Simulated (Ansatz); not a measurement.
# CH₉AlSSi₂: small, medium and large basis sets

One table from this session's results is given with a row withheld; the runs are named, their logs left out.

The runs use Ansatz 0.2.0, Gaussian basis; one geometry, several basis sets.

Levels to be run: PBE0-D4/def2-SVP; ωB97M-V/def2-SVP; PBE0-D4/def2-QZVPP; ωB97M-V/def2-QZVPP; the functionals' def2-TZVPP values are taken from earlier runs.

## The geometry

An earlier PBE0-D4 in a triple-zeta def2 set relaxation fixed the geometry.

SMILES `[CH3][AlH][SiH2]S[SiH3]`, 14 atoms, charge 0, spin multiplicity 1.

Atoms are counted from 1 here; the program's logs count them from 0.

Bond lengths: C1–Al2 1.957 Å, C1–H6 1.096 Å, C1–H7 1.093 Å, C1–H8 1.093 Å, Al2–Si3 2.481 Å, Al2–H9 1.591 Å, Si3–S4 2.194 Å, Si3–H10 1.491 Å, Si3–H11 1.491 Å, S4–Si5 2.098 Å, Si5–H12 1.483 Å, Si5–H13 1.483 Å, Si5–H14 1.530 Å. Angles: Al2–C1–H6 109.7°, Al2–C1–H7 112.1°, Al2–C1–H8 112.1°, H6–C1–H7 107.2°, H6–C1–H8 107.2°, H7–C1–H8 108.3°, C1–Al2–Si3 115.2°, C1–Al2–H9 122.8°, Si3–Al2–H9 120.4°, Al2–Si3–S4 102.1°, Al2–Si3–H10 119.8°, Al2–Si3–H11 115.7°, S4–Si3–H10 107.3°, S4–Si3–H11 103.7°, H10–Si3–H11 106.7°, Si3–S4–Si5 90.5°, S4–Si5–H12 114.5°, S4–Si5–H13 112.1° and more.

Set-up of the first run:

File in.yaml:

```yaml
crystal:
  periodic: [false, false, false]
  atoms:
    - {symbol: C, position_ang: [-1.386629, -0.688843, 1.770687]}
    - {symbol: Al, position_ang: [0.383598, -0.217952, 1.081667]}
    - {symbol: Si, position_ang: [0.986349, -1.260573, -1.086936]}
    - {symbol: S, position_ang: [-0.108423, -0.008359, -2.517843]}
    - {symbol: Si, position_ang: [0.211636, 1.678575, -1.312415]}
    - {symbol: H, position_ang: [-1.326164, -1.626525, 2.334444]}
    - {symbol: H, position_ang: [-1.778358, 0.072182, 2.450803]}
    - {symbol: H, position_ang: [-2.113855, -0.840726, 0.968920]}
    - {symbol: H, position_ang: [1.496779, 0.487241, 1.972992]}
    - {symbol: H, position_ang: [2.411394, -1.290093, -1.523522]}
    - {symbol: H, position_ang: [0.438899, -2.627008, -1.320963]}
    - {symbol: H, position_ang: [1.635079, 2.064791, -1.159304]}
    - {symbol: H, position_ang: [-0.606718, 2.836506, -1.745871]}
    - {symbol: H, position_ang: [-0.256485, 1.391683, 0.115944]}
basis:
  gaussian: {orbitals: def2-SVP}
hamiltonian: {xc: pbe0, dispersion: d4}
output: {orbitals: {seedname: orbitals}}
```

Among the steps run: PBE0-D4 in def2-SVP; ωB97M-V in def2-SVP; PBE0-D4 in def2-QZVPP; ωB97M-V in def2-QZVPP.

One table of the session follows, with a row left open; its other results are not shown here.

It belongs to the step «Functionals by basis». 

```
functional       basis  HOMO (eV)  LUMO (eV)
   PBE0-D4    def2-SVP      -7.08      -1.32
   PBE0-D4  def2-TZVPP      -7.06      -1.40
   PBE0-D4  def2-QZVPP      -7.07      -1.45
   ωB97M-V    def2-SVP      -9.02       0.47
   ωB97M-V  def2-TZVPP          ?          ?
   ωB97M-V  def2-QZVPP      -9.06       0.15
```

**Question.** Estimate the row for ωB97M-V, def2-TZVPP.

**Answer.** HOMO (eV): -9.04; LUMO (eV): 0.31. In the column «HOMO (eV)» it lies between ωB97M-V, def2-QZVPP (-9.06) and ωB97M-V, def2-SVP (-9.02).
